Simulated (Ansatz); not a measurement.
# Na3HfO: the cost of one run

Method: DFT PBE, scalar-relativistic, plane waves, PAW, in Ansatz 0.2.0.

## Step 1: Starting point

Symmetry: Pm-3m, No. 221, cubic system. Conventional cell: a = 4.035 Å, b = 4.035 Å, c = 4.035 Å, α = 90.00°, β = 90.00°, γ = 90.00°. Na (site symmetry 4/mmm) is surrounded by 2 Hf at 2.02 Å and 8 Na at 2.85 Å and 4 O at 2.85 Å. Around Hf (site symmetry m-3m) lie 6 Na at 2.02 Å. O (site symmetry m-3m) has 12 Na at 2.85 Å in its first shell of neighbours.

Structure file:

```xyz
5
Lattice="4.0351 0.0000 0.0000 0.0000 4.0351 0.0000 0.0000 0.0000 4.0351" Properties=species:S:1:pos:R:3 pbc="T T T"
Na    2.0176    0.0000    0.0000
Na    0.0000    2.0176    0.0000
Na    0.0000    0.0000    2.0176
Hf    0.0000    0.0000    0.0000
O     2.0176    2.0176    2.0176
```

The cell is invented: random cell by space group and Wyckoff sites (Pm-3m, No. 221). Its size is a rough estimate.

## Step 2: A first look at the guess

Input file input.yaml:

```yaml
crystal:
  lattice:
    - [4.03514856, 0.0, 0.0]
    - [0.0, 4.03514856, 0.0]
    - [0.0, 0.0, 4.03514856]
  atoms:
    - { symbol: Na, position: [0.5, 0.0, 0.0] }
    - { symbol: Na, position: [0.0, 0.5, 0.0] }
    - { symbol: Na, position: [0.0, 0.0, 0.5] }
    - { symbol: Hf, position: [0.0, 0.0, 0.0] }
    - { symbol: O, position: [0.5, 0.5, 0.5] }
basis:
  ecutwfc: 420
kpoints:
  mp_grid: { grid: [4, 4, 4] }
hamiltonian:
  xc: pbe
scf:
  occupations: { method: gaussian, width: 0.1 }
  lower_state_search: "off"
output:
  forces: true
  stress: true
  eigenvalues: true
```

Started as:

```
ansatz run input.yaml --threads 1 --pin off --max-ram 2560MiB --backend cpu --events-out ev --progress --plain --runs-dir out
```

What time and memory should one allow on 1 thread of Arm Neoverse V1, shared host?

About 2.3 s, with a peak of 0.31 GiB.
